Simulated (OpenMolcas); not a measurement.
# Yb³⁺ with 8 ligands (fluoride): CASSCF and CASPT2 levels and susceptibility

Which state of Yb³⁺ lies lowest among these ligands, how large is the field, and what χT follows?

The numbers are computed with OpenMolcas 26.06 (state-averaged CASSCF and CASPT2, spin-orbit coupling by RASSI with atomic mean-field integrals), except any that are marked as measured or tabulated.

## Step 1: The system

```
Species                           : Yb³⁺ (ytterbium, Z = 70, 67 electrons)
Basis                             : ANO-RCC-VDZP [7s6p4d2f1g], 180 functions with the ligands
Scalar Hamiltonian                : DKH2, point nucleus
Inactive shells                   : 1s 2s 2p 3s 3p 3d 4s 4p 4d 5s 5p of the metal, and all ligand shells
Active space                      : 13 electrons in 7 orbitals (4f)
Some configurations of this space : 4f13
Orbitals                          : optimised for the highest spin of each parity, averaged over all roots
```

The outer shells:

4f13
```
4f [↑↓][↑↓][↑↓][↑↓][↑↓][↑↓][↑ ]
```

Yb³⁺ is taken with 8 ligands (fluoride) in cube coordination (Oh) at 2.4 Å. A charge of +0.625 e stands 2.4 Å behind each ligand. Ligand basis ANO-RCC-VDZP. The distances are assumed, not relaxed.

```xyz
9

Yb    0.0000    0.0000    0.0000
F     1.3856    1.3856    1.3856
F     1.3856    1.3856   -1.3856
F     1.3856   -1.3856    1.3856
F     1.3856   -1.3856   -1.3856
F    -1.3856    1.3856    1.3856
F    -1.3856    1.3856   -1.3856
F    -1.3856   -1.3856    1.3856
F    -1.3856   -1.3856   -1.3856
```

Each step is its own input file, run in one work folder so that later steps find the files of earlier ones. Labels, J, g values, rates, χT and fits are worked out afterwards by a script from the matrices that RASSI stores. The input lists half of the charges; inversion (Group=XYZ) makes the rest.

## Step 2: One- and two-electron integrals

Input file a.inp:

```
&GATEWAY
Coord
9

Yb 0.0 0.0 0.0
F 1.385641 1.385641 1.385641
F 1.385641 1.385641 -1.385641
F 1.385641 -1.385641 1.385641
F 1.385641 -1.385641 -1.385641
F -1.385641 1.385641 1.385641
F -1.385641 1.385641 -1.385641
F -1.385641 -1.385641 1.385641
F -1.385641 -1.385641 -1.385641
Basis=Yb.ANO-RCC-VDZP,F.ANO-RCC-VDZP
Group=XYZ
NoMove
AngMom=0.0 0.0 0.0
AMFI
RICD
XField
4 Angstrom 0
2.771282 2.771282 2.771282 0.625000
2.771282 2.771282 -2.771282 0.625000
2.771282 -2.771282 2.771282 0.625000
2.771282 -2.771282 -2.771282 0.625000
&SEWARD
```

Launch:

```console
> OMP_NUM_THREADS=1 MOLCAS_MEM=2457 MOLCAS_PROJECT=a pymolcas a.inp > a.log
```

## Step 3: CASSCF: doublets of odd parity, 7 roots

Input file a.inp:

```
&RASSCF
FileOrb=start.orb
Symmetry=2
Spin=2
nActEl=13 0 0
Inactive=35 32
Ras2=0 7
CIRoot=7 7 1
SDav=7
CIMx=300
Iter=150 100
PrWF=0.3
OrbListing=Nothing
MaxOrb=0
LevShft=1.0
>>> COPY $Project.JobIph JOB001
```

start.orb holds start orbitals that the driver prepared beforehand, or those of the step before.

## Step 4: State interaction with spin-orbit coupling

Input file a.inp:

```
&RASSI
NrOfJobIphs=1 7
1 2 3 4 5 6 7
IphNames
JOB001
EJob
SpinOrbit
DIPRint=1.0
SOCoupling=1000.0
Subsets=2
Property=9
'ANGMOM' 1 'ANGMOM' 2 'ANGMOM' 3 'MLTPL  1' 1 'MLTPL  1' 2 'MLTPL  1' 3
'AMFI' 1 'AMFI' 2 'AMFI' 3
SOProperty=3
'ANGMOM' 1 'ANGMOM' 2 'ANGMOM' 3
```

## Step 5: CASPT2: IPEA 0.25, imaginary shift 0.1 (closed shells correlated: 5s 5p of the metal, with ligand shells; the Frozen line counts the rest)

Input file a.inp:

```
>>> COPY JOB001 $Project.JobIph
&CASPT2
Multistate=7 1 2 3 4 5 6 7
NoMult
Frozen=18 13
IPEA=0.25
Imaginary=0.1
MaxIter=60
WThr=0.0 0.3 0.05
PrWF=0.5
NoMix
```

(Steps that only read results are left out.)

Q: Predict the outcome of this session. Wanted: spin-free ground state; first state of the same spin within the active space; lowest level; next level.

**Answer**, as computed:

| quantity | value |
| --- | --- |
| method | SS-CASPT2, IPEA 0.25, imaginary shift 0.1 (closed shells correlated: 5s 5p of the metal, with ligand shells; the Frozen line counts the rest) |
| spin-free ground state | 2A2, 1-fold in its orbital part |
| first state of the same spin within the active space | 2T2 at 498 cm⁻¹ |
| lowest level | 2-fold Γ7, g = 3.45, 3.45, 3.45 |
| next level | 304.6 cm⁻¹ |
| χT at 300 K | 2.41 cm³ K/mol |
| effective moment at 300 K | 4.39 μB |

Cost by method:

```
                                              method  time of its own steps  time with the reference
                                           A. CASSCF                   20 s                     20 s
B. SS-CASPT2, IPEA 0.25, imaginary shift 0.1, +5s 5p                   50 s                     70 s
```

Times are of one thread on a shared host.

In words: The spin-free ground state (2A2) is 1-fold and keeps the highest spin of the shell. CASPT2 does not keep the components of a term degenerate, and the means are used.
